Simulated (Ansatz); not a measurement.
**AlBH₄O₂S: up Jacob's ladder to CCSD(T)**

The task here is to estimate one member of a computed series from the others.

Computed with Ansatz 0.2.0, Gaussian basis. Level: functionals in def2-TZVPP, the program's frozen cores in correlated methods.

The runs, in order: LDA (SPW92), PBE-D4, revPBE-D4, BLYP-D4, r2SCAN-D4, B97M-V, PBE0-D4, B3LYP-D4, r2SCANh-D4, r2SCAN0-D4, HSE06-D4, BHLYP-D4, CAM-B3LYP-D4, LC-ωPBE, ωB97X-V, ωB97M-V, B2PLYP, PBE-QIDH; CCSD(T)/def2-SVP; CCSD(T)/def2-TZVPP; MP2/def2-QZVPP; extrapolation to the limit; RPA on PBE.

## The relaxed structure

An earlier PBE0-D4 in a triple-zeta def2 set relaxation fixed the geometry.

9 atoms, charge 0, spin multiplicity 1.

Atoms are counted from 1 here; the program's logs count them from 0.

Bond lengths: O1–B2 1.423 Å, O1–Al5 1.962 Å, O1–H6 0.961 Å, B2–O3 1.350 Å, B2–S4 1.781 Å, O3–H7 0.960 Å, S4–Al5 2.291 Å, Al5–H8 1.584 Å, Al5–H9 1.584 Å. Angles: B2–O1–Al5 96.1°, B2–O1–H6 120.5°, Al5–O1–H6 143.2°, O1–B2–O3 115.9°, O1–B2–S4 111.0°, O3–B2–S4 133.0°, B2–O3–H7 113.3°, B2–S4–Al5 76.2°, O1–Al5–S4 76.6°, O1–Al5–H8 107.0°, O1–Al5–H9 107.3°, S4–Al5–H8 116.4°, S4–Al5–H9 116.5°, H8–Al5–H9 121.7°.

Set-up of the first run:

File in.yaml:

```yaml
crystal:
  periodic: [false, false, false]
  atoms:
    - {symbol: O, position_ang: [-0.133290, 0.038646, 0.863698]}
    - {symbol: B, position_ang: [0.106925, 0.900498, -0.243394]}
    - {symbol: O, position_ang: [0.194030, 2.217507, 0.041654]}
    - {symbol: S, position_ang: [0.236376, -0.026150, -1.758756]}
    - {symbol: Al, position_ang: [-0.103956, -1.633500, -0.162799]}
    - {symbol: H, position_ang: [-0.190758, 0.394296, 1.754899]}
    - {symbol: H, position_ang: [0.360707, 2.763069, -0.730333]}
    - {symbol: H, position_ang: [1.175631, -2.441463, 0.306011]}
    - {symbol: H, position_ang: [-1.557164, -2.259103, -0.088080]}
basis:
  gaussian: {orbitals: def2-TZVPP}
hamiltonian: {xc: lda}
output: {orbitals: {seedname: orbitals}}
```

Run with:

```bash
$ ansatz run in.yaml --threads 4 --pin off --events-out ev --progress --plain --max-ram 10444MiB
```

Steps of the session up to this table: LDA; PBE-D4 (GGA); revPBE-D4 (GGA); BLYP-D4 (GGA); r2SCAN-D4 (meta-GGA); B97M-V (meta-GGA); B3LYP-D4 (hybrid); r2SCANh-D4 (hybrid); r2SCAN0-D4 (hybrid); HSE06-D4 (hybrid); BHLYP-D4 (hybrid); CAM-B3LYP-D4 (range-separated); LC-ωPBE (range-separated); ωB97X-V (range-separated); ωB97M-V (range-separated); B2PLYP (double hybrid); PBE-QIDH (double hybrid).

One of the session's tables, all rows but one given; the rest of the session is left out.

It belongs to the step «Frontier levels by functional». 

```
  functional  HOMO (eV)  gap (eV)
 LDA (SPW92)      -6.22      4.94
      PBE-D4      -6.12      5.02
   revPBE-D4      -6.08      5.05
     BLYP-D4      -5.96      4.89
   r2SCAN-D4      -6.41      5.84
      B97M-V      -6.51      5.60
     PBE0-D4      -7.31      7.02
    B3LYP-D4      -7.07      6.50
  r2SCANh-D4      -6.85      6.52
  r2SCAN0-D4      -7.50      7.54
    HSE06-D4      -6.91      6.26
    BHLYP-D4      -8.36      8.75
CAM-B3LYP-D4      -8.60      9.12
     LC-ωPBE      -9.98     11.70
     ωB97X-V          ?         ?
     ωB97M-V      -9.44     10.59
```

**Question.** Estimate the row for ωB97X-V.

As computed: HOMO (eV): -9.62; gap (eV): 11.19. In the column «HOMO (eV)» it lies between LC-ωPBE (-9.98) and ωB97M-V (-9.44).
